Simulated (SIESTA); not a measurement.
**Sb under changes of volume**

One of the cells (32.486 Å³/atom); the others are scaled copies at fixed shape and fractional positions:

```
Sb
1.0
     4.55769    0.00000    0.00000
     0.00000    4.45038    0.00000
    -1.32926    0.00000    6.40650
Sb
4
Direct
  0.33993 0.25000 0.68367
  0.93664 0.75000 0.76276
  0.06336 0.25000 0.23724
  0.66007 0.75000 0.31633
```

This isn't the form of Sb at room conditions, which is rhombohedral.

| Property | Result |
| --- | --- |
| Program | SIESTA 5.4.2 |
| Functional | PBEsol |
| Potentials or basis | PseudoDojo 0.4 standard (PBEsol files) |
| Basis | DZP (energy shift 0.003 Ry; two zetas on semicore shells) |
| Grid cutoff | 500 Ry |
| Energy shift | 0.003 Ry |
| k mesh | 6 × 6 × 4 |
| Occupations | fermi-dirac, width 0.05 eV |
| Spin | no spin polarisation |

```csv
volume (Å³/atom),energy over the lowest point (meV/atom),pressure (GPa),largest force (eV/Å)
29.938,6.70,2.1,0.700
30.575,0.96,0.8,0.559
31.212,0.00,-0.3,0.429
32.486,10.56,-2.2,0.206
33.123,?,?,?
33.760,34.85,-3.8,0.172
```

Problem. What does the run at 33.123 Å³/atom give?

Solution. Energy over the lowest point 21.25 meV/atom; pressure -3.0 GPa; largest force 0.132 eV/Å.

Worked out: A Birch-Murnaghan fit of order 3 (a polynomial in V^(-2/3)) to the other rows has its minimum at 31.02 Å³/atom with B0 = V·E''(V) = 54 GPa and B' = 4.5 at fixed shape and positions, which overstates the stiffness. It gives 21.17 meV/atom at 33.123 Å³/atom, against the run's 21.25, and -dE/dV = -3.1 GPa, against -3.0.

Energies are extrapolated to zero smearing.

Caveats: the basis of atomic orbitals isn't converged, which shifts pressures, moduli and gaps.
